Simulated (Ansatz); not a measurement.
# Al4Pt: the cost of one run

Computed with Ansatz 0.2.0 (DFT PBE, scalar-relativistic, plane waves, PAW, unless a step's input says otherwise).

2 further runs of the same task are left out: 1 that didn't finish, 1 set aside as unsound or not needed.

### Step 1. The structure to begin with

Symmetry: P-3m1, No. 164, trigonal system. Conventional cell: a = 2.934 Å, b = 2.934 Å, c = 9.436 Å, α = 90.00°, β = 90.00°, γ = 120.00°. Around Al (site symmetry 3m) lie 3 Pt at 2.11 Å. Al (site symmetry 3m) is surrounded by 12 Al at 2.85 to 2.93 Å. Pt (site symmetry -3m) is surrounded by 6 Al at 2.11 Å.

Structure file:

```cif
data_structure
_symmetry_space_group_name_H-M 'P-3m1'
_symmetry_Int_Tables_number 164
_cell_length_a 2.9344
_cell_length_b 2.9344
_cell_length_c 9.4356
_cell_angle_alpha 90.000
_cell_angle_beta 90.000
_cell_angle_gamma 120.000
_cell_volume 70.36
loop_
_atom_site_label
_atom_site_type_symbol
_atom_site_symmetry_multiplicity
_atom_site_Wyckoff_symbol
_atom_site_fract_x
_atom_site_fract_y
_atom_site_fract_z
_atom_site_occupancy
Al1 Al 2 d 0.33333 0.66667 0.86586 1
Al2 Al 2 d 0.33333 0.66667 0.37680 1
Pt1 Pt 1 a 0.00000 0.00000 0.00000 1
```

The cell is invented: species swapped into a database cell of Co4H (P-3m1, No. 164), with Al on the Co sites and Pt on the H sites. Lengths come from tabulated atomic sizes and are only a guess.

### Step 2. The guess as it stands, on a coarse mesh

Contents of input.yaml:

```yaml
crystal:
  lattice:
    - [2.93444011, 0.0, 0.0]
    - [-1.46722006, 2.54129968, 0.0]
    - [0.0, 0.0, 9.43563756]
  atoms:
    - { symbol: Al, position: [0.33333333, 0.66666667, 0.86585528] }
    - { symbol: Al, position: [0.33333333, 0.66666667, 0.37679535] }
    - { symbol: Al, position: [0.66666667, 0.33333333, 0.13414472] }
    - { symbol: Al, position: [0.66666667, 0.33333333, 0.62320465] }
    - { symbol: Pt, position: [0.0, 0.0, 0.0] }
basis:
  ecutwfc: 420
kpoints:
  mp_grid: { grid: [6, 6, 2] }
hamiltonian:
  xc: pbe
scf:
  occupations: { method: gaussian, width: 0.1 }
  lower_state_search: "off"
output:
  forces: true
  stress: true
  eigenvalues: true
```

Run with:

```
$ ansatz run input.yaml --threads 1 --pin off --max-ram 2560MiB --backend cpu --events-out ev --progress --plain --runs-dir out
```

**Question.** How long does this run take on 1 thread of Arm Neoverse V1, shared host, and how much memory does it need?

About 1.6 s, with a peak of 0.3 GiB.
